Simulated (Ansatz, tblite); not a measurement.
Li₂SnHgTe₄: GFN1-xTB, run from Python

These are simulated results from tblite 0.8.0, not measurements. The cell was built from a prototype and was relaxed with r2SCAN in plane waves (Ansatz 0.2.0). It may be hypothetical. All runs are without spin polarisation.

It is tetragonal, I-4 (No. 82); conventional cell a = 6.483 Å, c = 12.704 Å, 33.38 Å³ an atom. Li is surrounded by 4 Te at 2.80 Å; Li is surrounded by 4 Te at 2.74 Å; Hg is surrounded by 4 Te at 2.84 Å; Sn is surrounded by 4 Te at 2.77 Å; Te is surrounded by 2 Li at 2.74–2.80 Å and 1 Sn at 2.77 Å and 1 Hg at 2.84 Å.

tblite solves periodic systems at the zone centre alone, so the script builds a cluster of 2×2×1 conventional cells (64 atoms), which folds in a coarse mesh of k points.

The script, run.py:

```python
import json
from ase import Atoms
from ase.build import make_supercell
from ase.units import Bohr, GPa, Hartree
from tblite.interface import Calculator

atoms = Atoms(['Li', 'Li', 'Hg', 'Sn', 'Te', 'Te', 'Te', 'Te'],
              cell=[[-3.24167916, 3.24167916, 6.35220762], [3.24167916, -3.24167916, 6.35220762], [3.24167916, 3.24167916, -6.35220762]],
              scaled_positions=[[0.0, 0.0, 0.0], [0.75, 0.25, 0.5], [0.25, 0.75, 0.5], [0.5, 0.5, 0.0], [0.120650097, 0.617015155, 0.986831449], [0.382984845, 0.369816294, 0.503634942], [0.630183706, 0.133818648, 0.013168551], [0.866181352, 0.879349903, 0.496365058]],
              pbc=True)
cluster = make_supercell(atoms, [[0, 2, 2], [2, 0, 2], [1, 1, 0]])
calc = Calculator('GFN1-xTB', cluster.numbers, cluster.positions / Bohr, lattice=cluster.cell[:] / Bohr, periodic=cluster.pbc)
calc.set('temperature', 0.02 / Hartree)
calc.set('max-iter', 150)
res = calc.singlepoint()
levels = res.get('orbital-energies') * Hartree
nv = round(res.get('orbital-occupations').sum() / 2)
cells = len(cluster) // len(atoms)
out = {'energy_per_cell': res.get('energy') * Hartree / cells, 'homo': levels[nv - 1], 'lumo': levels[nv],
       'stress': (-res.get('virial') * Hartree / cluster.get_volume() / GPa).tolist(), 'charges': res.get('charges')[:len(atoms)].tolist(), 'electrons': 2 * nv / cells}
json.dump(out, open('results.json', 'w'))
for key, value in out.items():
    print(key, value)
```

Command: `python run.py`. It took 2.5 s on 1 thread of Arm Neoverse V2 (shared host), peak memory 0.12 GiB.

What it printed:

```
------------------------------------------------------------
  cycle        total energy    energy error   density error
------------------------------------------------------------
      1     -158.4908940077  -1.5829122E+02   4.3009294E-01
      2     -158.5693297742  -7.8435767E-02   2.4574746E-01
      3     -158.5673233076   2.0064666E-03   4.3015036E-02
      4     -158.5787140419  -1.1390734E-02   1.0147341E-02
      5     -158.5796944510  -9.8040911E-04   2.5986935E-03
      6     -158.5797122589  -1.7807879E-05   8.1645933E-04
      7     -158.5797125095  -2.5059882E-07   1.0651672E-04
      8     -158.5797126254  -1.1596492E-07   5.0102564E-05
      9     -158.5797126983  -7.2846149E-08   3.3996830E-06
------------------------------------------------------------

 total:                                   1.943 sec
energy_per_cell -539.3967222332583
homo -8.604054346026292
lumo -7.6572906451915745
stress [[-2.839759705049548, -6.945762552540933e-07, -1.4776385776364063e-06], [-6.945762552258026e-07, -2.8397595680003573, 2.122559387186104e-06], [-1.4776385774657573e-06, 2.1225593872321323e-06, -3.1124171902856554]]
charges [0.10387891535034899, 0.10673777735619971, -0.04125580197967593, 0.13041648893409724, -0.07494850585571633, -0.07494390835294029, -0.07494914640415937, -0.07495016261188328]
electrons 32.0
```

The cycle table is in hartree for the whole cluster, and the lines after it are in eV (the energy for one cell). The printed stress is in GPa and positive in compression, and the pressure is its mean diagonal.

GFN1-xTB gives a gap of 0.95 eV. On the same cell, plane-wave PBE (Ansatz, 6×6×6 k points and the special points) gives a gap of 1.03 eV and r2SCAN a gap of 1.34 eV; on shared hosts these took about 64 and 120 core-seconds on the 8-atom cell, against 2.5 for the script. Spin-orbit coupling, left out in all these runs, can cut or reorder the gap by tenths of an eV, up to about 1 eV with Pb or Bi. xTB was fitted to molecules, so gaps, charges and pressures of solids can be far off, and the gap also depends on the size of the cluster.

The same script was run on cells scaled at fixed shape and fractional coordinates:

```tsv
volume (Å³/atom)	energy (meV/atom)	pressure (GPa, positive in compression)	gap (eV)
29.37	-4.3	3.34	1.44
31.37	-21.5	-0.36	1.17
33.38	0.0	-2.93	0.95
35.38	48.7	-4.77	0.77
37.38	117.1	-6.11	0.62
```

A Birch-Murnaghan fit puts the minimum at 31.15 Å³/atom, 6.7 % below the given cell, with a bulk modulus of 49.3 GPa at fixed shape.

xTB was fitted mostly to molecules, and a small cluster samples few k points, so gaps, pressures and kinks along a curve can be far from a solid's.

Spin-orbit coupling is left out; in compounds of Pb, Bi, Tl or Hg it can lower a gap by up to about 1 eV, split its edges or invert the bands.
